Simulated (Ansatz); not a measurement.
# CH₈Si₂Te: up Jacob's ladder to CCSD(T)

One table from this session's results is given with a row withheld; the runs are named, their logs left out.

The runs use Ansatz 0.2.0, Gaussian basis; functionals in def2-TZVPP, the program's frozen cores in correlated methods.

Levels to be run: PBE-D4, r2SCAN-D4, PBE0-D4, B3LYP-D4, ωB97X-V, ωB97M-V, B2PLYP; CCSD(T)/def2-TZVPP; MP2/def2-QZVPP; extrapolation to the limit.

**Structure used throughout**

An earlier PBE0-D4 in a triple-zeta def2 set relaxation fixed the geometry. Te takes the def2 core potential; no spin-orbit term is included.

SMILES `[SiH3]C([SiH3])[TeH]`, 12 atoms, charge 0, spin multiplicity 1.

Atoms are counted from 1 here; the program's logs count them from 0.

Bond lengths: Si1–C2 1.875 Å, Si1–H5 1.489 Å, Si1–H6 1.488 Å, Si1–H7 1.485 Å, C2–Si3 1.872 Å, C2–Te4 2.154 Å, C2–H8 1.093 Å, Si3–H9 1.485 Å, Si3–H10 1.490 Å, Si3–H11 1.487 Å, Te4–H12 1.662 Å. Angles: C2–Si1–H5 110.5°, C2–Si1–H6 109.7°, C2–Si1–H7 109.5°, H5–Si1–H6 108.6°, H5–Si1–H7 109.0°, H6–Si1–H7 109.5°, Si1–C2–Si3 112.3°, Si1–C2–Te4 107.6°, Si1–C2–H8 109.8°, Si3–C2–Te4 110.1°, Si3–C2–H8 109.5°, Te4–C2–H8 107.5°, C2–Si3–H9 109.5°, C2–Si3–H10 109.8°, C2–Si3–H11 110.3°, H9–Si3–H10 109.2°, H9–Si3–H11 109.2°, H10–Si3–H11 108.7° and more.

Geometry (Å):

```
atom    x (Å)    y (Å)    z (Å)
 Si1  -0.9227   1.3541  -0.6319
  C2  -0.5328  -0.3244   0.1075
 Si3   1.1297  -0.3521   0.9667
 Te4  -0.5620  -1.7627  -1.4950
  H5  -2.0889   1.2600  -1.5521
  H6  -1.2510   2.3164   0.4546
  H7   0.2538   1.8462  -1.3926
  H8  -1.3150  -0.6072   0.8166
  H9   2.1996  -0.0319  -0.0114
 H10   1.1476   0.6575   2.0621
 H11   1.3860  -1.6952   1.5513
 H12   0.6326  -2.7159  -0.8418
```

The first run:

File in.yaml:

```yaml
crystal:
  periodic: [false, false, false]
  atoms:
    - {symbol: Si, position_ang: [-0.922709, 1.354083, -0.631877]}
    - {symbol: C, position_ang: [-0.532811, -0.324371, 0.107499]}
    - {symbol: Si, position_ang: [1.129699, -0.352064, 0.966655]}
    - {symbol: Te, position_ang: [-0.561962, -1.762698, -1.495019]}
    - {symbol: H, position_ang: [-2.088932, 1.259965, -1.552053]}
    - {symbol: H, position_ang: [-1.250980, 2.316355, 0.454625]}
    - {symbol: H, position_ang: [0.253771, 1.846231, -1.392556]}
    - {symbol: H, position_ang: [-1.314977, -0.607179, 0.816622]}
    - {symbol: H, position_ang: [2.199634, -0.031854, -0.011358]}
    - {symbol: H, position_ang: [1.147649, 0.657461, 2.062079]}
    - {symbol: H, position_ang: [1.386015, -1.695246, 1.551286]}
    - {symbol: H, position_ang: [0.632602, -2.715882, -0.841802]}
basis:
  gaussian: {orbitals: def2-TZVPP}
hamiltonian: {xc: pbe, dispersion: d4}
output: {forces: true, orbitals: {seedname: orbitals}}
```

Launch:

```sh
$ ansatz run in.yaml --threads 4 --pin off --events-out ev --progress --plain --max-ram 10444MiB
```

Among the steps run: PBE-D4 (GGA); r2SCAN-D4 (meta-GGA); PBE0-D4 (hybrid); B3LYP-D4 (hybrid); ωB97X-V (range-separated); ωB97M-V (range-separated); B2PLYP (double hybrid); CCSD(T) in def2-TZVPP; MP2 in def2-QZVPP.

One of the session's tables, all rows but one given; the rest of the session is left out.

It belongs to the step «Atomisation energies». 

```
            method  atomisation energy (eV)
            PBE-D4                   37.204
         r2SCAN-D4                   37.275
           PBE0-D4                   37.033
          B3LYP-D4                   37.343
           ωB97X-V                   37.632
           ωB97M-V                   37.338
            B2PLYP                   36.754
     HF/def2-TZVPP                   27.712
    MP2/def2-TZVPP                   36.412
   CCSD/def2-TZVPP                   36.110
CCSD(T)/def2-TZVPP                   36.567
           MP2/CBS                        ?
       CCSD(T)/CBS                   37.632
```

**Question.** Estimate the row for MP2/CBS.

As computed: atomisation energy (eV): 37.477. In the column «atomisation energy (eV)» it lies between B3LYP-D4 (37.343) and ωB97X-V (37.632).

To keep in mind: Free atoms (2 Si, 1 C, 1 Te, 8 H) were run apart at each level; the atomisation energy is their sum less the molecule, without zero-point or spin-orbit terms.
